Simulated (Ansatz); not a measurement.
What does this script print? It uses the Ansatz DFT code, driven from Python.

The script, `edit_ticuo3.py`:
```python
# -*- coding: utf-8 -*-
'''Editing single keys of the input for TiCuO3.'''

import warnings

import ansatz as az


def main():
    warnings.simplefilter('ignore', az.DeckWarning)

    crystal = (
        az.Lattice.from_parameters(4.01394, 4.01394, 3.77767, alpha=90, beta=90, gamma=90)
        .space_group(123, hermann_mauguin='P4/mmm')
        .atom('Ti', [0.5, 0.5, 0.5])
        .atom('Cu', [0.0, 0.0, 0.5])
        .atom('O', [0.5, 0.0, 0.5])
        .atom('O', [0.5, 0.5, 0.0])
    )

    base = (
        crystal.calculation()
        .basis(16 * az.Ha)
        .kpoints(6, 6, 7)
        .functional('lda')
        .occupations(az.OccupationsMethod.FERMI_DIRAC, width=0.1)
        .band_table()
    )
    typed = base.input()
    rows = []
    for value in [4, 6, 9]:
        edited = typed.set(az.key.basis.ecutrho_ratio, value)
        rep = az.Session.from_dict(edited).plan().execute().report
        rows.append((value, rep['free_energy_ev'], rep['n_iterations'], len(rep['eigenvalues_ev'][0]) if 'eigenvalues_ev' in rep else 0))
    print(' density ratio            F eV      iterations    bands listed')
    for row in rows:
        print(f'{str(row[0]):>14s}  {row[1]:14.5f}  {row[2]:14d}  {row[3]:14d}')
    print(edited.to_yaml())


if __name__ == '__main__':
    main()
```

```console
$ python edit_ticuo3.py
 density ratio            F eV      iterations    bands listed
             4    -10673.40128              10              30
             6    -10673.40127              10              30
             9    -10673.40127              10              30
crystal:
  lattice:
    a: 4.01394
    b: 4.01394
    c: 3.77767
    alpha: 90.0
    beta: 90.0
    gamma: 90.0
  space_group: 123
  setting:
    hermann_mauguin: P4/mmm
  atoms:
    - { symbol: Ti, position: [0.5, 0.5, 0.5] }
    - { symbol: Cu, position: [0.0, 0.0, 0.5] }
    - { symbol: O, position: [0.5, 0.0, 0.5] }
    - { symbol: O, position: [0.5, 0.5, 0.0] }
basis:
  ecutwfc: 435.382179935808
  ecutrho_ratio: 9
kpoints:
  mp_grid:
    grid: [6, 6, 7]
hamiltonian:
  xc: lda
scf:
  occupations:
    method: fermi_dirac
    width: 0.1
output:
  eigenvalues: true
```

Total energies depend on the potentials; only differences at equal settings carry meaning. A total without «per atom» is that of the cell as typed. The cell holds an odd number of electrons and is run without spin, so a magnetic state may lie lower. For a metal this k-point mesh is coarse: on a finer one energies can move by several to tens of meV an atom and pressures by half a GPa or more, differences at one mesh by less. Without a Hubbard U or exact exchange, semilocal functionals often make such 3d compounds metallic or too weakly gapped. The structure comes from a database of computed cells and needn't be a stable or known phase. It ran for 11 s on 1 thread of AMD EPYC 7R43 64-Core Processor (Zen 3), on a shared host, peak memory 0.5 GiB.
